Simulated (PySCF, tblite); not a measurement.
**C₇H₁₃GaS: geometry, infrared bands and NMR shifts**

Wanted: the infrared bands and NMR shifts of C₇H₁₃GaS (`C=C[CH2][GaH]/[C](C)=C\SC`), by calculation.

Computed with tblite 0.8.0 and PySCF 2.14.0, with density-fitted response routines of our own, on a single molecule in the gas phase. Atoms are numbered from 0 throughout.

## Step 1: The molecule as given

22 atoms, charge 0, multiplicity 1; geometry from: force field or distance geometry start.

Bonds of the start (Å): C0–C1 1.34, C1–C2 1.48, C2–Ga3 1.98, Ga3–C4 2.14, C4–C5 1.49, C4–C6 1.32, C6–S7 1.80, S7–C8 1.80, C0–H9 1.10, C0–H10 1.07, C1–H11 1.09, C2–H12 1.12, C2–H13 1.11, Ga3–H14 1.50, C5–H15 1.10, C5–H16 1.11, C5–H17 1.12, C6–H18 1.08, C8–H19 1.10, C8–H20 1.13, C8–H21 1.11.

## Step 2: Relaxing the molecule with GFN2-xTB

Job settings and geometry (Å):

```
{"job": {"kind": "relax", "xc": "GFN2-xTB", "basis": "xTB"}, "charge": 0, "multiplicity": 1}
C      4.435800     0.792500    -1.080200
C      3.520500    -0.134000    -0.763500
C      2.114000     0.185900    -1.091600
Ga     0.669000     0.316800     0.253600
C     -1.003900    -1.011200     0.113700
C     -0.926900    -2.496900     0.044100
C     -2.186500    -0.435800     0.057200
S     -2.293300     1.360100     0.136300
C     -3.986700     1.957500     0.157500
H      4.047400     1.708500    -1.557900
H      5.480800     0.661000    -0.880000
H      3.813500    -1.068400    -0.274000
H      2.066800     1.178400    -1.598300
H      1.682600    -0.561300    -1.791200
H      1.355100     0.803000     1.499900
H      0.137000    -2.754000    -0.097200
H     -1.488900    -2.925200    -0.810000
H     -1.348900    -3.000200     0.949700
H     -3.101700    -1.011700    -0.012000
H     -4.733600     1.284900    -0.289600
H     -4.018600     2.889400    -0.487800
H     -4.244000     2.280100     1.183300
```

Launch:

```
> OMP_NUM_THREADS=1 python probes_run.py task.json out
```

One launch serves the whole session: the jobs run in the order shown.

**Question.** This job is followed by: GFN2-xTB harmonic vibrations, gas phase; GIAO PBE0/pcSseg-1 NMR shielding, non-relativistic, gas phase. Predict these results of the whole session: strongest single infrared mode (GFN2-xTB); zero-point energy (GFN2-xTB); ¹³C shifts against TMS (PBE0/pcSseg-1); ¹H shifts against TMS (PBE0/pcSseg-1, means over atoms taken as alike); ³³S shifts against CS2 (PBE0/pcSseg-1); shieldings of Ga (PBE0/pcSseg-1); surface potential, 1st and 99th percentile.

The runs gave:

```
                                                              quantity                                               value
                             strongest single infrared mode (GFN2-xTB)                               1518 cm⁻¹, 453 km/mol
                                          zero-point energy (GFN2-xTB)                                      105.5 kcal/mol
                                ¹³C shifts against TMS (PBE0/pcSseg-1)    199.4, 144.7, 130.6, 116.3, 30.9, 30.7, 28.8 ppm
¹H shifts against TMS (PBE0/pcSseg-1, means over atoms taken as alike)  6.32, 6.28, 5.45, 5.28, 5.05, 2.42, 2.30, 2.27 ppm
                                ³³S shifts against CS2 (PBE0/pcSseg-1)                                             -34 ppm
                                      shieldings of Ga (PBE0/pcSseg-1)                                      Ga3 1418.1 ppm
                                 surface potential, 1st and 99th percentile                                  -0.96 V and 1.11 V
```

In words: Over 157 steps the energy fell by 1.338 eV; of the close pairs, Ga3–S7 changed most, 3.143 to 2.586 Å. All 60 modes are real, so the xTB geometry is a minimum. The strongest single mode, at 1518 cm⁻¹, moves mainly H14. GFN2-xTB is a fitted tight-binding method: band positions and strengths are rough. Its intensities can rank the bands wrongly. At PBE0/pcSseg-1: Shielding is most anisotropic at S7 (span 302 ppm, paramagnetic term -522 ppm). By nearest atom (PBE0/pcSseg-1), the HOMO sits on C0 29 %; C1, C2 about 17 % each and the LUMO on C4 30 %; C6 17 %. Spin-orbit coupling is left out, which matters for shieldings and couplings at and beside the heavy atoms.
